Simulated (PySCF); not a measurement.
# H10LuO5 (Lu(H2O)53+): the cost of one run

Program: PySCF 2.14.0. Level of theory: PBE0, Lu def2-SVP with ECP28, O def2-SVP, H def2-SVP; scalar-relativistic core potentials, no spin–orbit coupling. These are calculated values, not measurements.

3 further runs of the same task are left out: 2 for a known fault of the program, 1 that didn't finish. Runs told in other sessions of the task aren't counted.

**1. Starting geometry**

16 atoms, charge 3, spin multiplicity 1.

Bond lengths: Lu1–O2 2.216 Å, Lu1–O5 2.216 Å, Lu1–O8 2.195 Å, Lu1–O11 2.237 Å, Lu1–O14 2.237 Å, O2–H3 0.979 Å, O2–H4 0.980 Å, O5–H6 0.979 Å, O5–H7 0.980 Å, O8–H9 0.983 Å, O8–H10 0.983 Å, O11–H12 0.981 Å, O11–H13 0.980 Å, O14–H15 0.980 Å, O14–H16 0.981 Å. Angles: O2–Lu1–O5 142.7°, O2–Lu1–O8 108.7°, O2–Lu1–O11 85.9°, O2–Lu1–O14 86.3°, O5–Lu1–O8 108.7°, O5–Lu1–O11 86.3°, O5–Lu1–O14 85.9°, O8–Lu1–O11 102.2°, O8–Lu1–O14 102.2°, O11–Lu1–O14 155.6°, Lu1–O2–H3 127.5°, Lu1–O2–H4 128.1°, H3–O2–H4 104.3°, Lu1–O5–H6 127.5°, Lu1–O5–H7 128.1°, H6–O5–H7 104.3°, Lu1–O8–H9 127.9°, Lu1–O8–H10 127.9° and more.

Geometry (Å):

```
Lu   -0.02482    0.00000    0.00000
O    -0.73431   -0.03679    2.09924
H    -0.94810    0.72982    2.67018
H    -0.90216   -0.81685    2.66755
O    -0.73431    0.03679   -2.09924
H    -0.94810   -0.72982   -2.67018
H    -0.90216    0.81685   -2.66755
O     2.17016    0.00000    0.00000
H     2.77406   -0.03283    0.77434
H     2.77406    0.03283   -0.77434
O    -0.49839    2.18623    0.04672
H     0.13848    2.93017    0.09670
H    -1.37429    2.62514    0.02360
O    -0.49839   -2.18623   -0.04672
H    -1.37429   -2.62514   -0.02360
H     0.13848   -2.93017   -0.09670
```

Formal oxidation states: Lu +3. An earlier session relaxed this geometry at PBE0, Lu def2-SVP with ECP28, O def2-SVP, H def2-SVP (singlet, point group C2).

Its energy there is -1616.680161 Eh.

**2. Multiplicity 3 at the relaxed geometry**

The input, run.py (the lines that set the calculation):

```python
mol = gto.M(atom='''
Lu    -0.02482     0.00000     0.00000
O     -0.73431    -0.03679     2.09924
H     -0.94810     0.72982     2.67018
H     -0.90216    -0.81685     2.66755
O     -0.73431     0.03679    -2.09924
H     -0.94810    -0.72982    -2.67018
H     -0.90216     0.81685    -2.66755
O      2.17016     0.00000     0.00000
H      2.77406    -0.03283     0.77434
H      2.77406     0.03283    -0.77434
O     -0.49839     2.18623     0.04672
H      0.13848     2.93017     0.09670
H     -1.37429     2.62514     0.02360
O     -0.49839    -2.18623    -0.04672
H     -1.37429    -2.62514    -0.02360
H      0.13848    -2.93017    -0.09670''',
    basis={'Lu': 'def2-SVP', 'O': 'def2-SVP', 'H': 'def2-SVP'},
    ecp={'Lu': 'def2-SVP'},
    charge=3, spin=2)
mf = dft.UKS(mol, xc='PBE0')
mf.grids.atom_grid = (50, 194)  # f atoms: unpruned, at least (60, 302)
mf = mf.density_fit()  # fitting sets: Lu def2-universal-JKFIT, O def2-universal-JKFIT, H def2-universal-JKFIT
mf.conv_tol = 1e-08; mf.max_cycle = 55
mf.kernel(dm0)  # dm0: free metal ions and neutral atoms
```

The run is started by

```sh
> OMP_NUM_THREADS=4 python run.py
```

**Question.** How long does this run take on 4 threads of AMD EPYC 9R45 (Zen 5), shared host?

About 34 s.
